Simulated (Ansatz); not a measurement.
# C₂H₅FMg: a ladder of functionals and wavefunction methods

The task here is to estimate one member of a computed series from the others.

Program: Ansatz 0.2.0, Gaussian basis. Level of theory: functionals in def2-TZVPP, the program's frozen cores in correlated methods. These are calculated values, not measurements.

The runs, in order: LDA (SPW92), PBE-D4, revPBE-D4, BLYP-D4, r2SCAN-D4, B97M-V, PBE0-D4, B3LYP-D4, r2SCANh-D4, r2SCAN0-D4, HSE06-D4, BHLYP-D4, CAM-B3LYP-D4, LC-ωPBE, ωB97X-V, ωB97M-V, B2PLYP, PBE-QIDH; CCSD(T)/def2-SVP; CCSD(T)/def2-TZVPP; CCSD(T)/def2-QZVPP; extrapolation to the limit; RPA on PBE.

**Structure used throughout**

All runs share one geometry, relaxed beforehand with PBE0-D4 in a triple-zeta def2 set.

9 atoms, charge 0, spin multiplicity 1.

Atoms are counted from 1 here; the program's logs count them from 0.

Bond lengths: C1–C2 1.530 Å, C1–H5 1.094 Å, C1–H6 1.096 Å, C1–H7 1.094 Å, C2–Mg3 2.087 Å, C2–H8 1.097 Å, C2–H9 1.097 Å, Mg3–F4 1.761 Å. Angles: C2–C1–H5 112.1°, C2–C1–H6 112.2°, C2–C1–H7 112.1°, H5–C1–H6 106.6°, H5–C1–H7 106.7°, H6–C1–H7 106.6°, C1–C2–Mg3 116.6°, C1–C2–H8 109.8°, C1–C2–H9 109.8°, Mg3–C2–H8 107.5°, Mg3–C2–H9 107.5°, H8–C2–H9 105.0°, C2–Mg3–F4 179.8°.

Coordinates:

```xyz
9
C2H5FMg
C    -0.4154    1.1014    0.0354
C    -0.0646   -0.2896    0.5670
Mg    0.8509   -1.5989   -0.7761
F     1.6239   -2.7078   -1.9044
H    -1.1080    1.0567   -0.8103
H    -0.8915    1.7285    0.7984
H     0.4685    1.6453   -0.3104
H     0.5937   -0.1991    1.4396
H    -0.9691   -0.7827    0.9435
```

Set-up of the first run:

in.yaml

```yaml
crystal:
  periodic: [false, false, false]
  atoms:
    - {symbol: C, position_ang: [-0.415410, 1.101377, 0.035439]}
    - {symbol: C, position_ang: [-0.064630, -0.289595, 0.566962]}
    - {symbol: Mg, position_ang: [0.850932, -1.598897, -0.776079]}
    - {symbol: F, position_ang: [1.623856, -2.707813, -1.904392]}
    - {symbol: H, position_ang: [-1.107994, 1.056679, -0.810269]}
    - {symbol: H, position_ang: [-0.891456, 1.728534, 0.798356]}
    - {symbol: H, position_ang: [0.468542, 1.645343, -0.310430]}
    - {symbol: H, position_ang: [0.593684, -0.199079, 1.439620]}
    - {symbol: H, position_ang: [-0.969126, -0.782748, 0.943493]}
basis:
  gaussian: {orbitals: def2-TZVPP}
hamiltonian: {xc: lda}
output: {orbitals: {seedname: orbitals}}
```

The run is started by

```
$ ansatz run in.yaml --threads 2 --pin off --events-out ev --progress --plain --max-ram 32768MiB --backend cpu
```

Among the steps run: LDA; PBE-D4 (GGA); revPBE-D4 (GGA); BLYP-D4 (GGA); r2SCAN-D4 (meta-GGA); B97M-V (meta-GGA); PBE0-D4 (hybrid); B3LYP-D4 (hybrid); r2SCANh-D4 (hybrid); r2SCAN0-D4 (hybrid); HSE06-D4 (hybrid); BHLYP-D4 (hybrid); CAM-B3LYP-D4 (range-separated); LC-ωPBE (range-separated); ωB97X-V (range-separated); ωB97M-V (range-separated); B2PLYP (double hybrid); PBE-QIDH (double hybrid).

One table of the session follows, with a row left open; its other results are not shown here.

It belongs to the step «Frontier levels by functional». 

```
  functional  HOMO (eV)  gap (eV)
 LDA (SPW92)      -5.97      4.06
      PBE-D4      -5.81      4.08
   revPBE-D4      -5.72      4.09
     BLYP-D4      -5.72      3.99
   r2SCAN-D4      -5.93      4.64
      B97M-V          ?         ?
     PBE0-D4      -6.95      5.92
    B3LYP-D4      -6.79      5.46
  r2SCANh-D4      -6.37      5.30
  r2SCAN0-D4      -7.04      6.27
    HSE06-D4      -6.55      5.17
    BHLYP-D4      -8.05      7.54
CAM-B3LYP-D4      -8.33      7.99
     LC-ωPBE      -9.60     10.35
     ωB97X-V      -9.27      9.87
     ωB97M-V      -9.17      9.36
```

**Question.** Estimate the row for B97M-V.

**Answer.** HOMO (eV): -6.04; gap (eV): 4.31. In the column «HOMO (eV)» it lies between r2SCANh-D4 (-6.37) and LDA (SPW92) (-5.97).
